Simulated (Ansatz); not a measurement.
# TiZn3: the cost of one run

Method: DFT LDA, scalar-relativistic, in Ansatz 0.2.0.

## 1. Starting point

The structure is cubic, space group Pm-3m (No. 221). Conventional cell: a = 3.932 Å, b = 3.932 Å, c = 3.932 Å, α = 90.00°, β = 90.00°, γ = 90.00°. Around Ti (site symmetry m-3m) lie 12 Zn at 2.78 Å. Around Zn (site symmetry 4/mmm) lie 4 Ti at 2.78 Å and 8 Zn at 2.78 Å.

Coordinates:

```cif
data_structure
_symmetry_space_group_name_H-M 'P 1'
_symmetry_Int_Tables_number 1
_cell_length_a 3.9322
_cell_length_b 3.9322
_cell_length_c 3.9322
_cell_angle_alpha 90.000
_cell_angle_beta 90.000
_cell_angle_gamma 90.000
_cell_volume 60.80
loop_
_atom_site_label
_atom_site_type_symbol
_atom_site_fract_x
_atom_site_fract_y
_atom_site_fract_z
_atom_site_occupancy
Ti1 Ti 0.00000 0.00000 0.00000 1
Zn1 Zn 0.00000 0.50000 0.50000 1
Zn2 Zn 0.50000 0.00000 0.50000 1
Zn3 Zn 0.50000 0.50000 0.00000 1
```

Atoms are numbered in the order of the input: Ti1, Zn2, Zn3, Zn4.

## 2. The deformed structure

Space group Pm-3m before, P4/mmm after.

## 3. Full-potential LAPW

File input.yaml:

```yaml
crystal:
  lattice:
    - [3.853556, 0.0, 0.0]
    - [0.0, 3.853556, 0.0]
    - [0.0, 0.0, 3.9322]
  atoms:
    - { symbol: Ti, position: [0.0, 0.0, 0.0] }
    - { symbol: Zn, position: [0.0, 0.5, 0.5] }
    - { symbol: Zn, position: [0.5, 0.0, 0.5] }
    - { symbol: Zn, position: [0.5, 0.5, 0.0] }
kpoints:
  mp_grid: { grid: [9, 9, 9] }
  band_path:
    path:
      - [0.0, 0.0, 0.0]
      - [0.0, 0.5, 0.0]
      - [0.5, 0.5, 0.0]
      - [0.0, 0.0, 0.0]
      - [0.0, 0.0, 0.5]
      - [0.0, 0.5, 0.5]
      - [0.5, 0.5, 0.5]
      - [0.0, 0.0, 0.5]
      - [0.0, 0.5, 0.0]
    npoints: 5
scf:
  occupations: { method: fermi_dirac, width: 0.05 }
hamiltonian:
  xc: lda
  pseudopotentials: { kind: all_electron, lapw: { basis_error: 0.001 } }
output:
  forces: true
  stress: true
  eigenvalues: true
```

On the command line:

```
> ansatz run input.yaml --threads 1 --pin off --max-ram 4096MiB --backend cpu --events-out ev --progress --plain --runs-dir out
```

Q: Estimate wall time and peak memory on 1 thread of Arm Neoverse V2, shared host.

About 61 s, with a peak of 0.64 GiB.
